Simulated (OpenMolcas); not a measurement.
# Tc⁵⁺ among point charges: CASSCF and CASPT2 levels and susceptibility

Aim: the splitting of the states of Tc⁵⁺ in the field of 6 point charges, its lowest levels with spin-orbit coupling and its magnetic susceptibility.

Method: state-averaged CASSCF and CASPT2, spin-orbit coupling by RASSI with atomic mean-field integrals. Code: OpenMolcas 26.06.

### 1 What is computed

* Species: Tc⁵⁺ (technetium, Z = 43, 38 electrons)
* Basis: ANO-RCC-VTZP [7s6p4d2f1g], 68 functions
* Scalar Hamiltonian: DKH2, point nucleus
* Inactive shells: 1s 2s 2p 3s 3p 3d 4s 4p
* Active space: 2 electrons in 5 orbitals (4d)
* Some configurations of this space: 4d²
* Orbitals: optimised for each spin and parity, averaged over all roots

Outer shells as boxes (Hund's rule):

4d2
```
4d [↑ ][↑ ][  ][  ][  ]
```

The ion sits among 6 point charges of -1.7 e arranged as a trigonal prism (D3h), 1.77 Å from the ion, with a polar angle of 53.0° against the regular 49.1°.

Each step is its own input file, run in one work folder so that later steps find the files of earlier ones. Labels, J, g values, rates, χT and fits are worked out afterwards by a script from the matrices that RASSI stores.

### 2 GATEWAY and SEWARD: basis and integrals

Input file a.inp:

```
&GATEWAY
Coord
1

Tc 0.0 0.0 0.0
Basis=ANO-RCC-VTZP
Group=NoSym
NoMove
AngMom=0.0 0.0 0.0
AMFI
XField
6 Angstrom 0
1.414105 0.000000 1.064522 -1.700000
-0.707053 1.224651 1.064522 -1.700000
-0.707053 -1.224651 1.064522 -1.700000
1.414105 0.000000 -1.064522 -1.700000
-0.707053 1.224651 -1.064522 -1.700000
-0.707053 -1.224651 -1.064522 -1.700000
&SEWARD
```

Started as:

```bash
> OMP_NUM_THREADS=1 MOLCAS_MEM=1689 MOLCAS_PROJECT=a pymolcas a.inp > a.log
```

### 3 Reference wave functions, triplets, 10 roots

Input file a.inp:

```
&RASSCF
FileOrb=start.orb
Symmetry=1
Spin=3
nActEl=2 0 0
Inactive=18
Ras2=5
CIRoot=10 10 1
SDav=10
CIMx=300
Iter=120 100
PrWF=0.3
OrbListing=Nothing
MaxOrb=0
>>> COPY $Project.JobIph JOB001
```

start.orb holds the contracted functions of the basis, ordered by shell, or the orbitals of the step before.

### 4 Reference wave functions, singlets, 15 roots

Input file a.inp:

```
&RASSCF
FileOrb=start.orb
Symmetry=1
Spin=1
nActEl=2 0 0
Inactive=18
Ras2=5
CIRoot=15 15 1
SDav=15
CIMx=300
Iter=120 100
PrWF=0.3
OrbListing=Nothing
MaxOrb=0
>>> COPY $Project.JobIph JOB002
```

### 5 State interaction with spin-orbit coupling

Input file a.inp:

```
&RASSI
NrOfJobIphs=2 10 15
1 2 3 4 5 6 7 8 9 10
1 2 3 4 5 6 7 8 9 10 11 12 13 14 15
IphNames
JOB001
JOB002
EJob
SpinOrbit
DIPRint=1.0
SOCoupling=1000.0
Subsets=2
Property=9
'ANGMOM' 1 'ANGMOM' 2 'ANGMOM' 3 'MLTPL  1' 1 'MLTPL  1' 2 'MLTPL  1' 3
'AMFI' 1 'AMFI' 2 'AMFI' 3
SOProperty=3
'ANGMOM' 1 'ANGMOM' 2 'ANGMOM' 3
```

### 6 CASPT2: IPEA 0.25, imaginary shift 0.1 (closed shells correlated: 4s 4p)

Input file a.inp:

```
>>> COPY JOB001 $Project.JobIph
&CASPT2
Multistate=10 1 2 3 4 5 6 7 8 9 10
NoMult
Frozen=14
IPEA=0.25
Imaginary=0.1
MaxIter=60
WThr=0.0 0.3 0.05
PrWF=0.5
NoMix
>>> COPY JOB002 $Project.JobIph
&CASPT2
Multistate=15 1 2 3 4 5 6 7 8 9 10 11 12 13 14 15
NoMult
Frozen=14
IPEA=0.25
Imaginary=0.1
MaxIter=60
WThr=0.0 0.3 0.05
PrWF=0.5
NoMix
```

(Steps that only read results are left out.)

Q: Predict the outcome of this session. Wanted: spin-free ground state; first state of the same spin within the active space; lowest level; next level.

The runs gave:

| quantity | value |
| --- | --- |
| method | SS-CASPT2, IPEA 0.25, imaginary shift 0.1 (closed shells correlated: 4s 4p) |
| spin-free ground state | 3E, 2-fold in its orbital part |
| first state of the same spin within the active space | 3E at 6360 cm⁻¹ |
| lowest level | 2-fold E, g = 0.00, 0.00, 0.05 |
| next level | 936.7 cm⁻¹ |
| χT at 300 K | 0.14 cm³ K/mol |
| effective moment at 300 K | 1.08 μB |

Cost by method:

| method | time of its own steps | time with the reference |
| --- | --- | --- |
| A. CASSCF | 6.7 s | 6.7 s |
| B. SS-CASPT2, IPEA 0.25, imaginary shift 0.1, +4s 4p | 6.7 s | 13 s |

Times are of one thread on a shared host.

In words: The spin-free ground state (3E) comes to 100 % from free-ion F terms and keeps the highest spin of the shell. χT at 300 K is 0.14, against 1.00 cm³ K/mol for the spin alone, so spin-orbit coupling lowers it. CASPT2 does not keep the components of a term degenerate, and the means are used. The field of point charges can differ much from that of real complexes. Point charges carry no covalency, so the field is a model and not that of real ligands.
